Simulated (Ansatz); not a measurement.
# SiSbH₅: how energies converge with the basis set

One table from this session's results is given with a row withheld; the runs are named, their logs left out.

The runs use Ansatz 0.2.0, Gaussian basis; one geometry, several basis sets.

Plan: PBE0-D4/def2-SVP; ωB97M-V/def2-SVP; PBE0-D4/def2-QZVPP; ωB97M-V/def2-QZVPP; the functionals' def2-TZVPP values are taken from earlier runs.

## The relaxed structure

All runs share one geometry, relaxed beforehand with PBE0-D4 in a triple-zeta def2 set. Sb takes the def2 core potential; no spin-orbit term is included.

SMILES `[SiH3][SbH2]`, 7 atoms, charge 0, spin multiplicity 1.

Atoms are counted from 1 here; the program's logs count them from 0.

Bond lengths: Si1–Sb2 2.574 Å, Si1–H3 1.487 Å, Si1–H4 1.487 Å, Si1–H5 1.485 Å, Sb2–H6 1.708 Å, Sb2–H7 1.709 Å. Angles: Sb2–Si1–H3 108.7°, Sb2–Si1–H4 108.6°, Sb2–Si1–H5 112.8°, H3–Si1–H4 108.6°, H3–Si1–H5 109.1°, H4–Si1–H5 109.1°, Si1–Sb2–H6 91.0°, Si1–Sb2–H7 90.9°, H6–Sb2–H7 91.5°.

Geometry (Å):

```xyz
7

Si   -0.6481   -0.5393   -0.4471
Sb    1.1767    0.1378    1.2374
H    -1.8828   -0.8894    0.3039
H    -0.1877   -1.7434   -1.1883
H    -0.9614    0.5386   -1.4199
H     0.4242    1.6510    1.4885
H     2.1405    0.7767   -0.0203
```

Set-up of the first run:

Input file in.yaml:

```yaml
crystal:
  periodic: [false, false, false]
  atoms:
    - {symbol: Si, position_ang: [-0.648085, -0.539314, -0.447082]}
    - {symbol: Sb, position_ang: [1.176677, 0.137814, 1.237380]}
    - {symbol: H, position_ang: [-1.882825, -0.889447, 0.303868]}
    - {symbol: H, position_ang: [-0.187742, -1.743379, -1.188290]}
    - {symbol: H, position_ang: [-0.961448, 0.538594, -1.419863]}
    - {symbol: H, position_ang: [0.424213, 1.650988, 1.488510]}
    - {symbol: H, position_ang: [2.140511, 0.776745, -0.020324]}
basis:
  gaussian: {orbitals: def2-SVP}
hamiltonian: {xc: pbe0, dispersion: d4}
output: {orbitals: {seedname: orbitals}}
```

Launch:

```bash
$ ansatz run in.yaml --threads 2 --pin off --events-out ev --progress --plain --max-ram 32768MiB --backend cpu
```

Among the steps run: PBE0-D4 in def2-SVP; ωB97M-V in def2-SVP; PBE0-D4 in def2-QZVPP; ωB97M-V in def2-QZVPP.

One of the session's tables, all rows but one given; the rest of the session is left out.

It belongs to the step «Density functionals: the series». 

```
functional       basis  HOMO (eV)
   PBE0-D4    def2-SVP      -7.22
   PBE0-D4  def2-TZVPP      -7.25
   PBE0-D4  def2-QZVPP      -7.26
   ωB97M-V    def2-SVP      -9.18
   ωB97M-V  def2-TZVPP          ?
   ωB97M-V  def2-QZVPP      -9.25
```

Estimate the missing values for ωB97M-V, def2-TZVPP.

As computed: HOMO (eV): -9.24. In the column «HOMO (eV)» it lies between ωB97M-V, def2-QZVPP (-9.25) and ωB97M-V, def2-SVP (-9.18).
